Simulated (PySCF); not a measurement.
**Ho(SH)3: forces at shaken geometries**

How stiff is Ho(SH)3? Its atoms are displaced at random by several amounts. The species was built from a template and needn't be a known compound.

The runs use PySCF 2.14.0; BP86, Ho lcecp-1-SVP with ECP56, S def2-SVP, H def2-SVP; scalar-relativistic core potentials, no spin–orbit coupling.

5 further runs of the same task are left out: 2 for a known fault of the program, 3 that didn't finish.

### Step 1. Starting geometry

7 atoms, charge 0, spin multiplicity 1.

Bond lengths: Ho1–S2 2.575 Å, Ho1–S4 2.575 Å, Ho1–S6 2.575 Å, S2–H3 1.367 Å, S4–H5 1.367 Å, S6–H7 1.367 Å. Angles: S2–Ho1–S4 119.8°, S2–Ho1–S6 119.8°, S4–Ho1–S6 119.8°, Ho1–S2–H3 93.0°, Ho1–S4–H5 93.0°, Ho1–S6–H7 93.0°.

As a file:

```mol
H3HoS3
  3D, bonds by distance, orders not assigned

  7  6  0  0  0  0  0  0  0  0999 V2000
    0.0000   -0.0000    0.8727 Ho  0  0
    2.5397    0.4144    0.9774 S   0  0
    2.8312   -0.9216    0.9635 H   0  0
   -1.6287    1.9923    0.9774 S   0  0
   -0.6175    2.9127    0.9635 H   0  0
   -0.9110   -2.4066    0.9774 S   0  0
   -2.2137   -1.9911    0.9635 H   0  0
  1  2  8  0
  1  4  8  0
  1  6  8  0
  2  3  8  0
  4  5  8  0
  6  7  8  0
M  END
```

Formal oxidation states: Ho +3. Each metal's 10 4f electrons lie in its core potential, so multiplicities, spins and levels count the valence alone. An earlier session relaxed this geometry at BP86, Ho lcecp-1-SVP with ECP56, S def2-SVP, H def2-SVP (singlet, point group C3).

Its energy there is -1234.008072 Eh.

### Step 2. Atoms moved at random, σ = 0.06 Å

The input, run.py (the lines that set the calculation):

```python
mol = gto.M(atom='''
Ho     0.08535     0.06326     0.95329
S      2.57751     0.43874     0.88908
H      2.76057    -0.94874     0.94044
S     -1.67223     1.94537     0.93664
H     -0.60072     2.97709     1.04684
S     -0.94085    -2.48597     0.99460
H     -2.20963    -1.98976     0.93450''',
    basis={'Ho': 'lcecp-1-SVP', 'S': 'def2-SVP', 'H': 'def2-SVP'},
    ecp={'Ho': 'lcecp-1-SVP'},
    charge=0, spin=0)
mf = dft.RKS(mol, xc='B88,P86')
mf.grids.atom_grid = (50, 194)  # f atoms: unpruned, at least (60, 302)
mf = mf.density_fit()  # fitting sets: Ho AutoAux, S def2-universal-JKFIT, H def2-universal-JKFIT
mf.conv_tol = 1e-08; mf.max_cycle = 55
mf.kernel(dm0)  # dm0: the density of the relaxed state
```

Run with:

```sh
OMP_NUM_THREADS=2 python run.py
```

The log of the run:

```text
init E= -1233.93010139857
  HOMO = -0.258096602431302  LUMO = -0.147224848468849  gap/eV = 3.01697
cycle= 1 E= -1233.99441543355  delta_E= -0.0643  |g|= 0.0794  |ddm|= 0.404
  HOMO = -0.207090460892264  LUMO = -0.119785359846684  gap/eV = 2.37569
cycle= 2 E= -1233.99220281655  delta_E= 0.00221  |g|= 0.112  |ddm|= 0.283
  HOMO = -0.22285254402381  LUMO = -0.118656488603349  gap/eV = 2.83532
cycle= 3 E= -1233.99658859079  delta_E= -0.00439  |g|= 0.0304  |ddm|= 0.196
  HOMO = -0.220946408428605  LUMO = -0.121558629812434  gap/eV = 2.70448
cycle= 4 E= -1233.9969245251  delta_E= -0.000336  |g|= 0.00951  |ddm|= 0.0583
  HOMO = -0.221247767965622  LUMO = -0.121013316257546  gap/eV = 2.72752
cycle= 5 E= -1233.99695598267  delta_E= -3.15e-05  |g|= 0.00291  |ddm|= 0.017
  HOMO = -0.221643639426034  LUMO = -0.121243340259568  gap/eV = 2.73203
cycle= 6 E= -1233.99695912266  delta_E= -3.14e-06  |g|= 0.000764  |ddm|= 0.00538
  HOMO = -0.221576825954332  LUMO = -0.121202963801146  gap/eV = 2.73131
cycle= 7 E= -1233.99695934979  delta_E= -2.27e-07  |g|= 0.000121  |ddm|= 0.00125
  HOMO = -0.221587731553731  LUMO = -0.121206569800034  gap/eV = 2.73151
cycle= 8 E= -1233.99695935779  delta_E= -8e-09  |g|= 6.27e-05  |ddm|= 0.000252
  HOMO = -0.22159003933642  LUMO = -0.121206650268746  gap/eV = 2.73157
Extra cycle  E= -1233.99695934999  delta_E= 7.8e-09  |g|= 0.000122  |ddm|= 0.000269
converged SCF energy = -1233.99695934999
```

Wall time 4.8 s (2 threads of Arm Neoverse V1, shared host).

Result: E = -1233.996959 Eh (+0.302 eV from the relaxed state), HOMO -6.03 eV, LUMO -3.30 eV, Mulliken charge on Ho1 +0.67 e, largest force component 1.657 eV/Å. 

```
atom      Fx      Fy  Fz (eV/Å)
 Ho1  -1.163  -1.281      0.029
  S2   0.610  -0.540      0.024
  H3  -0.080   0.666     -0.030
  S4   1.657   1.509      0.170
  H5  -1.535  -1.450     -0.173
  S6   0.607   1.056     -0.023
  H7  -0.096   0.039      0.004
```

### Step 3. Atoms moved at random, σ = 0.1 Å

The input, run.py (the lines that set the calculation):

```python
mol = gto.M(atom='''
Ho    -0.03325     0.04218     0.97880
S      2.52651     0.30918     0.92111
H      2.89011    -0.85912     0.92256
S     -1.74179     1.79876     0.88065
H     -0.55360     3.00547     1.09572
S     -0.85588    -2.29063     0.94232
H     -2.23210    -2.00584     0.95423''',
    basis={'Ho': 'lcecp-1-SVP', 'S': 'def2-SVP', 'H': 'def2-SVP'},
    ecp={'Ho': 'lcecp-1-SVP'},
    charge=0, spin=0)
mf = dft.RKS(mol, xc='B88,P86')
mf.grids.atom_grid = (50, 194)  # f atoms: unpruned, at least (60, 302)
mf = mf.density_fit()  # fitting sets: Ho AutoAux, S def2-universal-JKFIT, H def2-universal-JKFIT
mf.conv_tol = 1e-08; mf.max_cycle = 55
mf.kernel(dm0)  # dm0: the density of the relaxed state
```

Run with:

```sh
OMP_NUM_THREADS=2 python run.py
```

The log of the run:

```text
init E= -1233.94267267891
  HOMO = -0.239310733416571  LUMO = -0.155305402435682  gap/eV = 2.28590
cycle= 1 E= -1233.93955032617  delta_E= 0.00312  |g|= 0.227  |ddm|= 0.685
  HOMO = -0.217001166211736  LUMO = -0.0989650944383607  gap/eV = 3.21193
cycle= 2 E= -1233.91611328095  delta_E= 0.0234  |g|= 0.332  |ddm|= 0.813
  HOMO = -0.227843413682639  LUMO = -0.116302170203992  gap/eV = 3.03519
cycle= 3 E= -1233.95878818301  delta_E= -0.0427  |g|= 0.0631  |ddm|= 0.523
  HOMO = -0.228273843367579  LUMO = -0.116028028819389  gap/eV = 3.05436
cycle= 4 E= -1233.96008209377  delta_E= -0.00129  |g|= 0.0166  |ddm|= 0.111
  HOMO = -0.229105530525679  LUMO = -0.117128341255213  gap/eV = 3.04705
cycle= 5 E= -1233.96018145667  delta_E= -9.94e-05  |g|= 0.00517  |ddm|= 0.0331
  HOMO = -0.229083968089691  LUMO = -0.117014885152836  gap/eV = 3.04956
cycle= 6 E= -1233.96019051891  delta_E= -9.06e-06  |g|= 0.00164  |ddm|= 0.0091
  HOMO = -0.228936778817308  LUMO = -0.116966151150641  gap/eV = 3.04688
cycle= 7 E= -1233.96019145481  delta_E= -9.36e-07  |g|= 0.000347  |ddm|= 0.00261
  HOMO = -0.228963962960199  LUMO = -0.116970024791579  gap/eV = 3.04751
cycle= 8 E= -1233.96019149279  delta_E= -3.8e-08  |g|= 0.000136  |ddm|= 0.000579
  HOMO = -0.228971373648447  LUMO = -0.116962931024689  gap/eV = 3.04790
cycle= 9 E= -1233.96019149975  delta_E= -6.96e-09  |g|= 4.42e-05  |ddm|= 0.000234
  HOMO = -0.228957768022494  LUMO = -0.116966888999962  gap/eV = 3.04743
Extra cycle  E= -1233.96019149768  delta_E= 2.07e-09  |g|= 8.52e-05  |ddm|= 0.000193
converged SCF energy = -1233.96019149768
```

Run time: 5.2 s. Hardware: 2 threads of Arm Neoverse V1, shared host.

Read off: E = -1233.960191 Eh (+1.303 eV from the relaxed state), HOMO -6.23 eV, LUMO -3.18 eV, Mulliken charge on Ho1 +0.61 e, largest force component 5.051 eV/Å. 

```
atom      Fx      Fy  Fz (eV/Å)
 Ho1   1.274  -0.375      0.084
  S2  -1.257   5.051     -0.013
  H3   1.374  -4.833      0.015
  S4   1.390   3.651      0.397
  H5  -2.401  -2.481     -0.461
  S6  -1.207  -0.878     -0.011
  H7   0.828  -0.135     -0.010
```

### Step 4. Atoms moved at random, σ = 0.1 Å

The input, run.py (the lines that set the calculation):

```python
mol = gto.M(atom='''
Ho     0.04774     0.00520     0.83834
S      2.59822     0.26507     1.04447
H      2.91484    -0.95173     1.07011
S     -1.67003     2.02600     1.07699
H     -0.70352     2.91642     0.85302
S     -0.83545    -2.24675     0.89217
H     -2.35180    -2.01421     0.92030''',
    basis={'Ho': 'lcecp-1-SVP', 'S': 'def2-SVP', 'H': 'def2-SVP'},
    ecp={'Ho': 'lcecp-1-SVP'},
    charge=0, spin=0)
mf = dft.RKS(mol, xc='B88,P86')
mf.grids.atom_grid = (50, 194)  # f atoms: unpruned, at least (60, 302)
mf = mf.density_fit()  # fitting sets: Ho AutoAux, S def2-universal-JKFIT, H def2-universal-JKFIT
mf.conv_tol = 1e-08; mf.max_cycle = 55
mf.kernel(dm0)  # dm0: the density of the relaxed state
```

Run with:

```sh
OMP_NUM_THREADS=2 python run.py
```

The log of the run:

```text
init E= -1233.99262601659
  HOMO = -0.22903290067029  LUMO = -0.120600576584518  gap/eV = 2.95059
cycle= 1 E= -1233.97858936373  delta_E= 0.014  |g|= 0.129  |ddm|= 0.52
  HOMO = -0.205137419223287  LUMO = -0.111916485819104  gap/eV = 2.53667
cycle= 2 E= -1233.96998474759  delta_E= 0.0086  |g|=  0.2  |ddm|= 0.459
  HOMO = -0.226412550467668  LUMO = -0.114282567104109  gap/eV = 3.05121
cycle= 3 E= -1233.98463071587  delta_E= -0.0146  |g|= 0.0293  |ddm|= 0.297
  HOMO = -0.224165590785269  LUMO = -0.114881319044791  gap/eV = 2.97378
cycle= 4 E= -1233.98491637681  delta_E= -0.000286  |g|= 0.00538  |ddm|= 0.0496
  HOMO = -0.225062974933885  LUMO = -0.114872496938638  gap/eV = 2.99844
cycle= 5 E= -1233.9849267814  delta_E= -1.04e-05  |g|= 0.00217  |ddm|= 0.0113
  HOMO = -0.224926194285201  LUMO = -0.114963318344361  gap/eV = 2.99224
cycle= 6 E= -1233.98492837088  delta_E= -1.59e-06  |g|= 0.000778  |ddm|= 0.00413
  HOMO = -0.224912351794028  LUMO = -0.114887083396709  gap/eV = 2.99394
cycle= 7 E= -1233.98492859664  delta_E= -2.26e-07  |g|= 0.0002  |ddm|= 0.00141
  HOMO = -0.224911000078099  LUMO = -0.114904474691824  gap/eV = 2.99343
cycle= 8 E= -1233.98492861026  delta_E= -1.36e-08  |g|= 8.42e-05  |ddm|= 0.000403
  HOMO = -0.224915957761356  LUMO = -0.114903134897165  gap/eV = 2.99360
cycle= 9 E= -1233.98492861265  delta_E= -2.38e-09  |g|= 1.77e-05  |ddm|= 0.000133
  HOMO = -0.224913608868018  LUMO = -0.114902059594348  gap/eV = 2.99357
Extra cycle  E= -1233.98492861248  delta_E= 1.7e-10  |g|= 2.79e-05  |ddm|= 6.29e-05
converged SCF energy = -1233.98492861248
```

Wall time 5.2 s (2 threads of Arm Neoverse V1, shared host).

Result: E = -1233.984929 Eh (+0.630 eV from the relaxed state), HOMO -6.12 eV, LUMO -3.13 eV, Mulliken charge on Ho1 +0.64 e, largest force component 3.422 eV/Å. 

```csv
atom,Fx,Fy,Fz (eV/Å)
Ho1,0.010,2.080,0.030
S2,-0.771,3.422,-0.069
H3,0.845,-3.390,0.062
S4,-0.183,-1.076,0.042
H5,0.631,0.653,-0.110
S6,-3.181,-1.408,0.093
H7,2.647,-0.281,-0.049
```

### Step 5. The displacements side by side

| σ (Å) | energy rise (eV) | harmonic estimate −½ F·u (eV) | largest force component (eV/Å) |
| --- | --- | --- | --- |
| 0.06 | 0.302 | 0.284 | 1.66 |
| 0.1 | 1.303 | 1.156 | 5.05 |
| 0.1 | 0.630 | 0.633 | 3.42 |

Every displacement raises the energy. For a harmonic well the rise equals −½ F·u; the two differ by at most 11 % here (a move with σ = 0.1 Å), from anharmonicity, the grid and the small forces left at the relaxed point. The bases are small and lack diffuse functions. Spin–orbit coupling is left out.
